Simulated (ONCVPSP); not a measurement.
**Lutetium: generating and testing an ONCV potential**

Task: generate the file, and judge it by its errors in other configurations, its logarithmic derivatives, its ghosts and its cutoff.

Method: ONCVPSP 4.0.1.1 (patched build), LDA (Perdew-Wang 92), scalar-relativistic.

### Step 1. Settings

The settings as typed:

- element: lutetium (Lu, Z = 71)
- type: optimised norm-conserving Vanderbilt (ONCV)
- frozen core: [Kr] 4d10
- valence charge: 25
- reference configuration: 4f14 5s2 5p6 5d1 6s2
- partial waves: 5s+6s: rc 2.25 bohr, ncon 4, nbas 9, qcut 5.6 1/bohr, 3 projectors, debl 2.7 Ha; 5p: rc 2.25 bohr, ncon 5, nbas 9, qcut 6.7 1/bohr, 2 projectors, debl 2 Ha; 5d: rc 2.50 bohr, ncon 3, nbas 7, qcut 6 1/bohr, 2 projectors, debl 1.3 Ha; 4f: rc 1.15 bohr, ncon 4, nbas 9, qcut 15.7 1/bohr, 2 projectors, debl 0.3 Ha
- local potential: polynomial inside 0.90 bohr (lpopt 4, dvloc0 -1 Ha)
- core correction: Teter function fitted to the true core (icmod 2), fcfact 0.55

The outer shells as boxes (Hund's rule for the drawing; the calculation is spin-unpolarised):

```
[Kr] core
4d [↑↓][↑↓][↑↓][↑↓][↑↓]
4f [↑↓][↑↓][↑↓][↑↓][↑↓][↑↓][↑↓]
5s [↑↓]
5p [↑↓][↑↓][↑↓]
5d [↑ ][  ][  ][  ][  ]
6s [↑↓]
```

The nodes and maxima of the atom's own shells, from an earlier all-electron run, set the scale for the radii.

All-electron outer shells of the reference configuration (LDA (PZ), scalar-relativistic, ld1.x):

```
shell  level (eV)  outermost node (bohr)  outermost maximum (bohr)
   4d     -191.71                   0.23                      0.48
   5s      -61.19                   0.57                      1.04
   5p      -31.78                   0.61                      1.19
   4f       -9.81                      –                      0.47
   6s       -4.81                   1.41                      3.00
   5d       -1.92                   0.68                      1.84
   6p       -1.40                   1.73                      4.32
```

### Step 2. Generation

Lu.dat reads:

```
# ATOM AND REFERENCE CONFIGURATION
# atsym  z   nc   nv     iexc    psfile
  Lu 71.00    9    5  -001012      upf
#
#   n    l    f
    1    0    2.00
    2    0    2.00
    2    1    6.00
    3    0    2.00
    3    1    6.00
    3    2   10.00
    4    0    2.00
    4    1    6.00
    4    2   10.00
    4    3   14.00
    5    0    2.00
    5    1    6.00
    5    2    1.00
    6    0    2.00
#
# PSEUDOPOTENTIAL AND OPTIMIZATION
# lmax
    3
#
#   l,   rc,      ep,       ncon, nbas, qcut
    0    2.25    0.00    4    9    5.60
    1    2.25    0.00    5    9    6.70
    2    2.50    0.00    3    7    6.00
    3    1.15    0.00    4    9   15.70
#
# LOCAL POTENTIAL
# lloc, lpopt,  rc(5),   dvloc0
    4    4    0.90   -1.00
#
# VANDERBILT-KLEINMAN-BYLANDER PROJECTORs
# l, nproj, debl
    0    3    2.70
    1    2    2.00
    2    2    1.30
    3    2    0.30
#
# MODEL CORE CHARGE
# icmod, fcfact, rcfact
    2    0.55    0.90
#
# LOG DERIVATIVE ANALYSIS
# epsh1, epsh2, depsh
   -4.00    5.00    0.02
#
# OUTPUT GRID
# rlmax, drl
    6.00    0.01
#
# TEST CONFIGURATIONS
# ncnf
    4
# nvcnf
#   n    l    f
    5
    4    3   14.00
    5    0    2.00
    5    1    6.00
    5    2    1.00
    6    0    1.00
#
    5
    4    3   14.00
    5    0    2.00
    5    1    6.00
    5    2    1.00
    6    0    0.00
#
    5
    4    3   14.00
    5    0    2.00
    5    1    6.00
    5    2    0.00
    6    0    0.00
#
    5
    4    3   14.00
    5    0    2.00
    5    1    6.00
    5    2    1.00
    6    0    1.50
#
```

The run is started by

```
oncvpsp.x < Lu.dat > Lu.out
```

**Question.** What will these runs give? Wanted: cutoffs for 1 and 0.1 mHa per electron, occupied waves; bound ghosts; GHOST(+) flags; largest test error; largest phase difference near zero energy, channels read; rms error of d²Exc/dn², without and with the model core; projector energies reset by the program.

The runs gave:

| quantity | value |
| --- | --- |
| cutoffs for 1 and 0.1 mHa per electron, occupied waves | 103 Ha and 112 Ha |
| bound ghosts | none found |
| GHOST(+) flags | s at 82 eV, p at 164 eV, d at 449 eV |
| largest test error (AE − PS) | -8.2 meV, for 4f14 5s2 5p6 5d1 6s0 (1 test unsolved) |
| largest phase difference near zero energy, channels read | 0.000 rad |
| rms error of d²Exc/dn², without and with the model core | 4.66 and 1.96 mHa |
| projector energies reset by the program | f: -0.361, 0.250 Ha |

What this shows: The worst unpolarised test, 4f14 5s2 5p6 5d1 6s0, is off by 8.2 meV on 21.1 eV; by total energies transferability rates as good where solved. Of the tests 1 gave no usable energy difference, which is a warning in itself. The potential is very hard: the looser tolerance needs 103 Ha. At the looser tolerance the 4f wave is the slowest; 5d needs 10 Ha. No bound ghost shows below the valence levels. Near zero energy the phases of the channels with partial waves agree within 0.001 rad. The program also flags highly localised states, GHOST(+) (s, p, d). These are tests on the free atom; a crystal test is still owed.
